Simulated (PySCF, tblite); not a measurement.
# C5H12OSi: dynamics, then NMR shifts on frames, part 2 of 2

tblite 0.8.0 and PySCF 2.14.0. Atoms count from 0. The steps go on from the part before.

### Step 5. Nuclear shieldings: 625 fs, PBE0/pcSseg-1

The job: settings as JSON, then the geometry in Å.

```
{"job": {"kind": "nmr", "xc": "PBE0", "basis": "pcSseg-1", "pop": false}, "charge": 0, "multiplicity": 1}
C      4.037600    -0.631700     0.725100
C      2.966700     0.086500     0.563600
O      1.838000    -0.458600     0.040900
Si     0.508300     0.402000    -0.421100
C     -1.005600    -0.300800     0.432900
C     -2.298100     0.653100     0.259700
C     -1.011500    -0.755600     1.855900
H      4.954500    -0.146500     1.052700
H      4.023800    -1.711300     0.678000
H      2.958700     1.093100     0.716100
H      0.593600     1.860000    -0.224700
H      0.193700     0.018400    -1.847300
H     -1.215800    -1.151100    -0.187200
H     -3.165600     0.186400     0.798300
H     -2.564000     0.964400    -0.733900
H     -2.120900     1.572000     0.762200
H     -0.176200    -1.367200     2.091000
H     -0.959700     0.143300     2.516900
H     -1.963500    -1.234500     2.048100
```

With the program's defaults for keys left out, this is: GIAO PBE0/pcSseg-1 NMR shielding, non-relativistic, gas phase.

The log of the run:

```text
coarse grid: 15584 points
cycle   1  E = -561.8097619434  dE =  7.032e-01  |g| = 6.958e-01  |ddm| = 3.738e+00
cycle   2  E = -561.7176535032  dE =  9.211e-02  |g| = 9.871e-01  |ddm| = 1.360e+00
cycle   3  E = -561.9079694476  dE = -1.903e-01  |g| = 1.306e-01  |ddm| = 8.995e-01
cycle   4  E = -561.9109416071  dE = -2.972e-03  |g| = 4.526e-02  |ddm| = 1.205e-01
cycle   5  E = -561.9113884310  dE = -4.468e-04  |g| = 1.494e-02  |ddm| = 4.557e-02
cycle   6  E = -561.9114413344  dE = -5.290e-05  |g| = 4.055e-03  |ddm| = 1.390e-02
cycle   7  E = -561.9114451509  dE = -3.816e-06  |g| = 6.559e-04  |ddm| = 3.488e-03
final grid: 143640 points
cycle   8  E = -561.9645707702  dE = -3.048e-05  |g| = 1.145e-02  |ddm| = 2.425e-02
cycle   9  E = -561.9645431118  dE =  2.766e-05  |g| = 1.649e-02  |ddm| = 1.958e-02
cycle  10  E = -561.9645982733  dE = -5.516e-05  |g| = 2.035e-03  |ddm| = 1.239e-02
cycle  11  E = -561.9645991487  dE = -8.754e-07  |g| = 2.724e-04  |ddm| = 1.775e-03
cycle  12  E = -561.9645991632  dE = -1.447e-08  |g| = 1.211e-04  |ddm| = 3.091e-04
cycle  13  E = -561.9645991667  dE = -3.476e-09  |g| = 3.042e-05  |ddm| = 1.051e-04
cycle  14  E = -561.9645991669  dE = -2.065e-10  |g| = 7.467e-06  |ddm| = 3.121e-05
converged SCF energy = -561.9645991669

GIAO shielding tensors (ppm)
atom      isotropic    diamagn.    paramagn.     s11        s22        s33       span
  0 C       87.455     253.487    -166.032    -17.344    118.396    161.312    178.656
  1 C       35.449     250.325    -214.877    -73.877     73.872    106.351    180.227
  2 O      224.317     400.617    -176.300    139.536    229.026    304.391    164.856
  3 Si     354.807     882.564    -527.757    300.080    345.136    419.205    119.125
  4 C      169.101     253.418     -84.317    157.143    172.507    177.652     20.509
  5 C      164.845     247.537     -82.692    144.875    157.568    192.092     47.217
  6 C      168.350     247.500     -79.149    157.380    162.397    185.274     27.894
  7 H       27.199      26.386       0.814     24.932     26.012     30.654      5.723
  8 H       26.637      30.528      -3.891     23.796     25.104     31.011      7.215
  9 H       26.322      31.774      -5.452     23.711     24.285     30.969      7.257
 10 H       26.701      31.660      -4.960     23.044     26.682     30.376      7.332
 11 H       26.294      31.360      -5.066     22.367     25.516     30.999      8.632
 12 H       30.775      35.454      -4.679     27.649     28.275     36.401      8.752
 13 H       30.137      29.461       0.676     26.087     27.986     36.339     10.252
 14 H       30.846      30.959      -0.113     26.357     28.060     38.122     11.765
 15 H       31.627      32.323      -0.696     27.954     29.811     37.117      9.163
 16 H       30.698      31.958      -1.259     25.264     29.524     37.308     12.044
 17 H       30.374      30.664      -0.290     27.131     28.121     35.870      8.739
 18 H       30.601      30.776      -0.176     26.011     28.484     37.307     11.297
```

Run time: 24 s. Hardware: 1 thread of Arm Neoverse V2, shared host; peak memory 0.89 GiB.

In short: δ C1 151.5, C0 99.5, C5 22.1, C6 18.6, H11 5.42, H9 5.40 ppm.

### Step 6. Nuclear shieldings: 800 fs, PBE0/pcSseg-1

The job: settings as JSON, then the geometry in Å.

```
{"job": {"kind": "nmr", "xc": "PBE0", "basis": "pcSseg-1", "pop": false}, "charge": 0, "multiplicity": 1}
C      3.742100    -0.975500     0.336200
C      2.870800    -0.185100    -0.291600
O      1.678800     0.129900     0.168700
Si     0.356700     0.860700    -0.487300
C     -0.973300     0.204400     0.755200
C     -2.287600     0.998900     0.467300
C     -0.587000     0.476000     2.179600
H      4.766300    -0.993000    -0.015700
H      3.579900    -1.436600     1.287900
H      3.073700     0.264700    -1.232700
H      0.320700     2.329600    -0.341300
H      0.109000     0.457900    -1.852400
H     -1.227700    -0.903300     0.730500
H     -3.115700     0.594000     1.032600
H     -2.584300     1.058900    -0.616200
H     -2.155000     1.959400     0.896700
H      0.325300    -0.050100     2.441100
H     -0.286300     1.489000     2.273600
H     -1.347500     0.249500     2.934900
```

Method: GIAO PBE0/pcSseg-1 NMR shielding, non-relativistic, gas phase.

The log of the run:

```text
coarse grid: 15584 points
cycle   1  E = -561.8085043630  dE =  7.071e-01  |g| = 7.085e-01  |ddm| = 3.722e+00
cycle   2  E = -561.7133392585  dE =  9.517e-02  |g| = 9.997e-01  |ddm| = 1.442e+00
cycle   3  E = -561.9114622270  dE = -1.981e-01  |g| = 1.166e-01  |ddm| = 9.523e-01
cycle   4  E = -561.9136716777  dE = -2.209e-03  |g| = 4.798e-02  |ddm| = 1.144e-01
cycle   5  E = -561.9141728635  dE = -5.012e-04  |g| = 1.625e-02  |ddm| = 4.806e-02
cycle   6  E = -561.9142371133  dE = -6.425e-05  |g| = 3.653e-03  |ddm| = 1.454e-02
cycle   7  E = -561.9142401771  dE = -3.064e-06  |g| = 5.644e-04  |ddm| = 3.062e-03
final grid: 143640 points
cycle   8  E = -561.9665028852  dE = -3.235e-05  |g| = 1.062e-02  |ddm| = 2.647e-02
cycle   9  E = -561.9664813832  dE =  2.150e-05  |g| = 1.490e-02  |ddm| = 1.778e-02
cycle  10  E = -561.9665265317  dE = -4.515e-05  |g| = 1.906e-03  |ddm| = 1.116e-02
cycle  11  E = -561.9665273256  dE = -7.939e-07  |g| = 2.984e-04  |ddm| = 1.777e-03
cycle  12  E = -561.9665273438  dE = -1.819e-08  |g| = 1.208e-04  |ddm| = 3.161e-04
cycle  13  E = -561.9665273473  dE = -3.492e-09  |g| = 3.023e-05  |ddm| = 1.093e-04
cycle  14  E = -561.9665273475  dE = -2.130e-10  |g| = 6.729e-06  |ddm| = 3.284e-05
converged SCF energy = -561.9665273475

GIAO shielding tensors (ppm)
atom      isotropic    diamagn.    paramagn.     s11        s22        s33       span
  0 C       90.602     252.247    -161.645     -9.666    117.897    163.577    173.243
  1 C       34.747     250.112    -215.365    -71.952     65.052    111.143    183.095
  2 O      217.232     403.874    -186.642    117.121    226.522    308.054    190.933
  3 Si     363.325     882.345    -519.020    331.799    337.097    421.077     89.278
  4 C      165.407     248.709     -83.301    156.959    164.447    174.816     17.857
  5 C      167.389     247.833     -80.444    148.052    161.950    192.164     44.111
  6 C      168.181     249.903     -81.722    154.157    162.468    187.918     33.760
  7 H       27.405      26.174       1.231     25.401     26.231     30.584      5.183
  8 H       27.156      31.840      -4.684     24.600     25.475     31.395      6.795
  9 H       25.505      29.489      -3.985     21.687     25.007     29.821      8.133
 10 H       27.064      31.279      -4.214     23.804     26.257     31.132      7.328
 11 H       26.923      31.754      -4.831     23.609     25.623     31.536      7.927
 12 H       29.232      33.026      -3.794     25.431     27.215     35.049      9.619
 13 H       30.580      30.147       0.433     26.563     27.991     37.185     10.623
 14 H       30.077      29.467       0.610     25.092     27.902     37.238     12.147
 15 H       31.879      31.818       0.061     28.299     30.270     37.068      8.769
 16 H       29.990      32.720      -2.730     24.324     29.110     36.536     12.212
 17 H       31.663      32.780      -1.116     28.108     29.757     37.126      9.019
 18 H       30.405      30.438      -0.034     26.028     27.783     37.404     11.375
```

It took 24 s on 1 thread of Arm Neoverse V2, shared host; peak memory 0.89 GiB.

This run: δ C1 152.2, C0 96.3, C4 21.5, C5 19.5, H9 6.21, H11 4.79 ppm.

### Step 7. NMR shieldings: 1000 fs, PBE0/pcSseg-1

The job: settings as JSON, then the geometry in Å.

```
{"job": {"kind": "nmr", "xc": "PBE0", "basis": "pcSseg-1", "pop": false}, "charge": 0, "multiplicity": 1}
C      4.159200     0.189200    -0.278000
C      2.975000    -0.344400    -0.406200
O      1.770600     0.140600     0.134200
Si     0.451900     0.450700    -0.724500
C     -0.843300     0.496300     0.670400
C     -2.246400     0.510100     0.124500
C     -0.685900     1.483400     1.741900
H      4.996200    -0.081000    -0.895600
H      4.314700     1.060100     0.393400
H      2.801500    -1.248200    -0.820300
H      0.739300     1.654300    -1.533100
H      0.063300    -0.769300    -1.548300
H     -0.717100    -0.535200     1.012200
H     -3.017800     0.250400     0.941600
H     -2.284300    -0.241500    -0.685800
H     -2.549700     1.414100    -0.289600
H      0.207000     1.484900     2.257800
H     -0.804300     2.448700     1.259800
H     -1.457000     1.388900     2.519400
```

With the program's defaults for keys left out, this is: GIAO PBE0/pcSseg-1 NMR shielding, non-relativistic, gas phase.

The log of the run:

```text
coarse grid: 15584 points
cycle   1  E = -561.7903948241  dE =  8.005e-01  |g| = 7.297e-01  |ddm| = 3.749e+00
cycle   2  E = -561.6718371783  dE =  1.186e-01  |g| = 1.072e+00  |ddm| = 1.557e+00
cycle   3  E = -561.8971486548  dE = -2.253e-01  |g| = 1.360e-01  |ddm| = 1.078e+00
cycle   4  E = -561.9004761978  dE = -3.328e-03  |g| = 4.795e-02  |ddm| = 1.299e-01
cycle   5  E = -561.9009751555  dE = -4.990e-04  |g| = 1.718e-02  |ddm| = 4.925e-02
cycle   6  E = -561.9010469198  dE = -7.176e-05  |g| = 3.854e-03  |ddm| = 1.562e-02
cycle   7  E = -561.9010502824  dE = -3.363e-06  |g| = 7.916e-04  |ddm| = 3.424e-03
final grid: 143640 points
cycle   8  E = -561.9534616919  dE = -3.132e-05  |g| = 1.191e-02  |ddm| = 2.612e-02
cycle   9  E = -561.9534314861  dE =  3.021e-05  |g| = 1.726e-02  |ddm| = 2.094e-02
cycle  10  E = -561.9534912603  dE = -5.977e-05  |g| = 1.861e-03  |ddm| = 1.318e-02
cycle  11  E = -561.9534920006  dE = -7.403e-07  |g| = 3.004e-04  |ddm| = 1.823e-03
cycle  12  E = -561.9534920184  dE = -1.788e-08  |g| = 1.273e-04  |ddm| = 3.198e-04
cycle  13  E = -561.9534920223  dE = -3.826e-09  |g| = 3.237e-05  |ddm| = 1.087e-04
cycle  14  E = -561.9534920225  dE = -2.328e-10  |g| = 9.448e-06  |ddm| = 3.294e-05
converged SCF energy = -561.9534920225

GIAO shielding tensors (ppm)
atom      isotropic    diamagn.    paramagn.     s11        s22        s33       span
  0 C       83.785     255.305    -171.520    -22.015    109.667    163.703    185.718
  1 C       31.586     250.865    -219.279    -71.870     61.465    105.163    177.033
  2 O      211.851     401.127    -189.277    119.027    219.666    296.858    177.830
  3 Si     360.656     883.127    -522.470    321.131    347.534    413.304     92.173
  4 C      165.456     254.138     -88.682    154.727    169.933    171.708     16.981
  5 C      165.373     248.787     -83.414    148.611    160.963    186.546     37.935
  6 C      171.981     244.673     -72.693    157.912    167.868    190.163     32.251
  7 H       26.686      26.939      -0.253     24.746     25.957     29.357      4.611
  8 H       26.180      30.126      -3.946     23.627     24.490     30.424      6.797
  9 H       26.297      32.834      -6.537     23.220     24.806     30.865      7.645
 10 H       26.776      31.332      -4.556     23.408     25.538     31.381      7.973
 11 H       26.299      31.531      -5.232     23.049     25.591     30.257      7.208
 12 H       30.477      35.581      -5.104     26.784     29.154     35.492      8.708
 13 H       29.180      28.682       0.498     25.228     26.463     35.850     10.622
 14 H       29.814      31.138      -1.324     24.633     28.647     36.163     11.531
 15 H       31.928      32.307      -0.379     28.387     29.811     37.588      9.201
 16 H       31.414      32.243      -0.829     25.986     30.277     37.980     11.994
 17 H       30.827      30.131       0.696     26.688     28.650     37.142     10.454
 18 H       30.505      29.348       1.156     25.976     28.145     37.394     11.418
```

Wall time 25 s (1 thread of Arm Neoverse V2, shared host); peak memory 0.89 GiB.

Key values: δ C1 155.3, C0 103.1, C5 21.6, C4 21.5, H8 5.54, H9 5.42 ppm.

### Step 8. Run by run: NMR shifts

Shifts (ppm) of some atoms, chosen among heavy atoms and hydrogens apart, with basis size and wall time:

```csv
frame,C1,C0,C6,H16,H17,O2,Si3,functions,time
250 fs,149.2,104.2,19.9,2.45,-1.15,108.3,-18.8,186,25 s
425 fs,153.1,102.4,18.5,1.59,1.20,107.5,-18.5,186,24 s
625 fs,151.5,99.5,18.6,1.02,1.34,111.8,-5.6,186,24 s
800 fs,152.2,96.3,18.7,1.73,0.05,118.8,-14.2,186,24 s
1000 fs,155.3,103.1,14.9,0.30,0.89,124.2,-11.5,186,25 s
```

### Step 9. Summary of results

The summary covers parts 1 to 2.

| quantity | value |
| --- | --- |
| thermostat | 300 K |
| mean temperature, second half | 310 K |
| mean potential energy above the minimum | 0.66 eV |
| 13C shifts against TMS (PBE0/pcSseg-1, 250 fs) | 149.2, 104.2, 22.2, 19.9, 19.5 ppm |
| 1H shifts against TMS (PBE0/pcSseg-1, 250 fs) | 6.03, 5.43, 4.94, 4.87, 4.72, 2.85, 2.45, 1.88, 1.55, 0.57, 0.36, -1.15 ppm |
| 17O shifts against H2O (PBE0/pcSseg-1, 250 fs) | 108.3 ppm |
| 29Si shifts against TMS (PBE0/pcSseg-1, 250 fs) | -18.8 ppm |
| range of the shift of O2 | 107.5 to 124.2 ppm |

In the second half the potential energy averages 0.66 eV above the minimum; equipartition over 51 harmonic modes at 300 K would give 0.66 eV. With 19 atoms the temperature swings widely (200 to 397 K). Shifts at one fixed geometry are not the observed spectrum, which averages over the motion. In ppm, O2 moves most: its shift spreads over 16.8 ppm, from 107.5 (425 fs) to 124.2 (1000 fs).
